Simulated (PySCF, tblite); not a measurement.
**C₃H₁₁FO₂Si₃: geometry, infrared bands and NMR shifts**

Wanted: the infrared bands and NMR shifts of C₃H₁₁FO₂Si₃ (`O=COC[Si]([SiH3])([SiH3])CF`), by calculation.

Programs: tblite 0.8.0 and PySCF 2.14.0, with density-fitted response routines of our own. Each step states its level of theory. These are calculated values for one molecule in the gas phase, unless marked as measured. Atoms are numbered from 0 throughout.

## (1) The molecule as given

20 atoms, charge 0, multiplicity 1; geometry from: force field or distance geometry start.

Bonds of the start (Å): O0–C1 1.28, C1–O2 1.37, O2–C3 1.42, C3–Si4 1.86, Si4–Si5 2.21, Si4–Si6 2.22, Si4–C7 1.88, C7–F8 1.37, C1–H9 1.08, C3–H10 1.13, C3–H11 1.11, Si5–H12 1.48, Si5–H13 1.48, Si5–H14 1.47, Si6–H15 1.48, Si6–H16 1.47, Si6–H17 1.46, C7–H18 1.11, C7–H19 1.10.

## (2) Geometry optimisation with GFN2-xTB

Job settings and geometry (Å):

```
{"job": {"kind": "relax", "xc": "GFN2-xTB", "basis": "xTB"}, "charge": 0, "multiplicity": 1}
O      2.275100     0.204800     1.418900
C      2.794400     0.075500     0.256900
O      2.188300    -0.646700    -0.742400
C      0.918400    -1.256400    -0.573400
Si    -0.449200    -0.085200    -0.115800
Si     0.074000     2.048900    -0.343400
Si    -1.289900    -0.605100     1.867500
C     -1.821500    -0.413600    -1.356700
F     -1.577900     0.356800    -2.466100
H      3.759900     0.555400     0.159700
H      0.950400    -1.980400     0.288300
H      0.639800    -1.873500    -1.446900
H     -0.370500     2.473900    -1.690000
H     -0.562500     2.921200     0.666200
H      1.534800     2.195000    -0.363300
H     -0.899100    -1.999100     2.190900
H     -2.761500    -0.617100     1.782600
H     -0.914400     0.315900     2.929500
H     -1.734200    -1.488300    -1.633200
H     -2.759700    -0.171400    -0.832200
```

On the command line:

```
$ OMP_NUM_THREADS=1 python probes_run.py task.json out
```

One launch serves the whole session: the jobs run in the order shown.

**Question.** This job is followed by: GFN2-xTB harmonic vibrations, gas phase; GIAO PBE0/pcSseg-1 NMR shielding, non-relativistic, gas phase. Predict these results of the whole session: strongest single infrared mode (GFN2-xTB); zero-point energy (GFN2-xTB); 13C shifts against TMS (PBE0/pcSseg-1); 1H shifts against TMS (PBE0/pcSseg-1, means over atoms taken as alike); 17O shifts against H2O (PBE0/pcSseg-1); 29Si shifts against TMS (PBE0/pcSseg-1, means over atoms taken as alike); 19F shifts against CFCl3 (PBE0/pcSseg-1).

As calculated:

| quantity | value |
| --- | --- |
| strongest single infrared mode (GFN2-xTB) | 761 cm⁻¹, 697 km/mol |
| zero-point energy (GFN2-xTB) | 80.0 kcal/mol |
| 13C shifts against TMS (PBE0/pcSseg-1) | 171.2, 84.6, 59.9 ppm |
| 1H shifts against TMS (PBE0/pcSseg-1, means over atoms taken as alike) | 7.96, 4.54, 4.22, 3.54 ppm |
| 17O shifts against H2O (PBE0/pcSseg-1) | 407.1, 202.1 ppm |
| 29Si shifts against TMS (PBE0/pcSseg-1, means over atoms taken as alike) | -60.7, -109.1 ppm |
| 19F shifts against CFCl3 (PBE0/pcSseg-1) | -284.4 ppm |

What this shows: Relaxing lowered the energy by 1.484 eV in 133 steps; the close pair that moved most is Si4–Si5, from 2.209 to 2.338 Å. All 54 modes are real, so the xTB geometry is a minimum. The strongest single mode, at 761 cm⁻¹, has its largest shares on H17, H16, H13 and H15 (the list is cut at 4 atoms). Unscaled tight-binding wavenumbers are off by several per cent, some by more. Its intensities can rank the bands wrongly. The most deshielded carbon is C1 (ester carbonyl carbon), at 171.2 ppm: it is a carbonyl in resonance with an O or N lone pair, the region of acids, esters and amides. At PBE0/pcSseg-1: The largest span, 630 ppm, is at O0, where the paramagnetic term is -478 ppm.
